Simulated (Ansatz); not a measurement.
# C₂H₇FGaNS: one species, many methods

How much do the methods differ for C₂H₇FGaNS? The plan is to run it at one geometry with functionals of several rungs and with coupled cluster, and see how far each lands from CCSD(T) at the basis-set limit for the atomisation energy.

Computed with Ansatz 0.2.0, Gaussian basis. Level: functionals in def2-TZVPP, the program's frozen cores in correlated methods.

Levels to be run: LDA (SPW92), PBE-D4, revPBE-D4, BLYP-D4, r2SCAN-D4, B97M-V, PBE0-D4, B3LYP-D4, r2SCANh-D4, r2SCAN0-D4, HSE06-D4, BHLYP-D4, CAM-B3LYP-D4, LC-ωPBE, ωB97X-V, ωB97M-V, B2PLYP, PBE-QIDH; CCSD(T)/def2-SVP; CCSD(T)/def2-TZVPP; MP2/def2-QZVPP; extrapolation to the limit; RPA on PBE.

**1. Structure used throughout**

An earlier PBE0-D4 in a triple-zeta def2 set relaxation fixed the geometry.

SMILES `C[N](C)[Ga]([F])[SH]`, 13 atoms, charge 0, spin multiplicity 1.

Atoms are counted from 1 here; the program's logs count them from 0.

Bond lengths: C1–N2 1.443 Å, C1–H7 1.091 Å, C1–H8 1.099 Å, C1–H9 1.099 Å, N2–C3 1.438 Å, N2–Ga4 1.803 Å, C3–H10 1.099 Å, C3–H11 1.099 Å, C3–H12 1.093 Å, Ga4–F5 1.755 Å, Ga4–S6 2.183 Å, S6–H13 1.344 Å. Angles: N2–C1–H7 110.7°, N2–C1–H8 111.3°, N2–C1–H9 111.3°, H7–C1–H8 108.0°, H7–C1–H9 108.0°, H8–C1–H9 107.5°, C1–N2–C3 114.0°, C1–N2–Ga4 121.5°, C3–N2–Ga4 124.4°, N2–C3–H10 111.5°, N2–C3–H11 111.5°, N2–C3–H12 111.2°, H10–C3–H11 107.4°, H10–C3–H12 107.5°, H11–C3–H12 107.5°, N2–Ga4–F5 115.0°, N2–Ga4–S6 129.2°, F5–Ga4–S6 115.8° and more.

**2. LDA**

This LDA is Slater exchange with PW92 correlation.

in.yaml reads:

```yaml
crystal:
  periodic: [false, false, false]
  atoms:
    - {symbol: C, position_ang: [-1.341828, -1.034230, 0.045553]}
    - {symbol: N, position_ang: [-0.178825, -0.180372, 0.020611]}
    - {symbol: C, position_ang: [1.014692, -0.801649, 0.528632]}
    - {symbol: Ga, position_ang: [-0.262848, 1.509434, -0.601525]}
    - {symbol: F, position_ang: [-1.846381, 2.014524, -1.164114]}
    - {symbol: S, position_ang: [1.319823, 3.005194, -0.751724]}
    - {symbol: H, position_ang: [-2.213034, -0.510142, -0.350371]}
    - {symbol: H, position_ang: [-1.185634, -1.938424, -0.559215]}
    - {symbol: H, position_ang: [-1.576625, -1.358450, 1.069008]}
    - {symbol: H, position_ang: [0.892485, -1.114047, 1.575349]}
    - {symbol: H, position_ang: [1.281957, -1.695851, -0.051984]}
    - {symbol: H, position_ang: [1.865477, -0.117463, 0.487549]}
    - {symbol: H, position_ang: [2.251140, 2.186877, -0.232869]}
basis:
  gaussian: {orbitals: def2-TZVPP}
hamiltonian: {xc: lda}
output: {orbitals: {seedname: orbitals}}
```

The runs that follow: PBE-D4 (GGA); revPBE-D4 (GGA); BLYP-D4 (GGA); r2SCAN-D4 (meta-GGA); B97M-V (meta-GGA); PBE0-D4 (hybrid); B3LYP-D4 (hybrid); r2SCANh-D4 (hybrid); r2SCAN0-D4 (hybrid); HSE06-D4 (hybrid); BHLYP-D4 (hybrid); CAM-B3LYP-D4 (range-separated); LC-ωPBE (range-separated); ωB97X-V (range-separated); ωB97M-V (range-separated); B2PLYP (double hybrid); PBE-QIDH (double hybrid); CCSD(T) in def2-SVP; CCSD(T) in def2-TZVPP; MP2 in def2-QZVPP; RPA on PBE orbitals.

Q: Predict the results of all the runs planned. Wanted: atomisation energy, CCSD(T)/CBS; farthest beyond LDA; mean size of error, GGA; mean size of error, meta-GGA; mean size of error, hybrid; mean size of error, range-separated; mean size of error, double hybrid; gap, smallest and largest; T1 diagnostic.

The runs gave:

| quantity | value |
| --- | --- |
| atomisation energy, CCSD(T)/CBS | 1109.4 kcal/mol |
| functionals within 11.1 kcal/mol (1.0 %) | revPBE-D4, BLYP-D4, r2SCAN-D4, B97M-V, PBE0-D4, B3LYP-D4, r2SCANh-D4, HSE06-D4, CAM-B3LYP-D4, LC-ωPBE, ωB97X-V, ωB97M-V, PBE-QIDH |
| farthest beyond LDA | BHLYP-D4 (-38.1 kcal/mol) |
| mean size of error, GGA | 12.1 kcal/mol |
| mean size of error, meta-GGA | 0.9 kcal/mol |
| mean size of error, hybrid | 12.2 kcal/mol |
| mean size of error, range-separated | 2.4 kcal/mol |
| mean size of error, double hybrid | 11.7 kcal/mol |
| gap, smallest and largest | 3.68 eV (LDA (SPW92)), 11.04 eV (LC-ωPBE) |
| T1 diagnostic | 0.0131 |
| triples share of the correlation energy | 3.8 % |

The LDA atomisation energy is off by 164.4 kcal/mol (15 %): it overbinds. PBE-D4 is off by +19.0 kcal/mol. Double hybrids carry the basis error of their MP2 part in triple zeta, and no dispersion term here, so their miss is partly the set-up's. The rungs meta-GGA, range-separated miss on average by less than the doubt on the reference (11.1 kcal/mol), so they tie. Misses under about 11.1 kcal/mol are within the doubt on the reference itself, which lacks core-valence correlation, relativity and higher excitations, and its outer-core shells are covered unevenly. Hartree-Fock recovers 71 % of the binding; the rest is correlation. CCSD(T) in def2-SVP is off by -60.4 kcal/mol, so the small basis spoils what the method gains. The gap grows from 3.7 to 11.0 eV across the functionals, mostly with the share of exact exchange. Correlated methods include outer-core shells of Ga, which these sets cover unevenly.
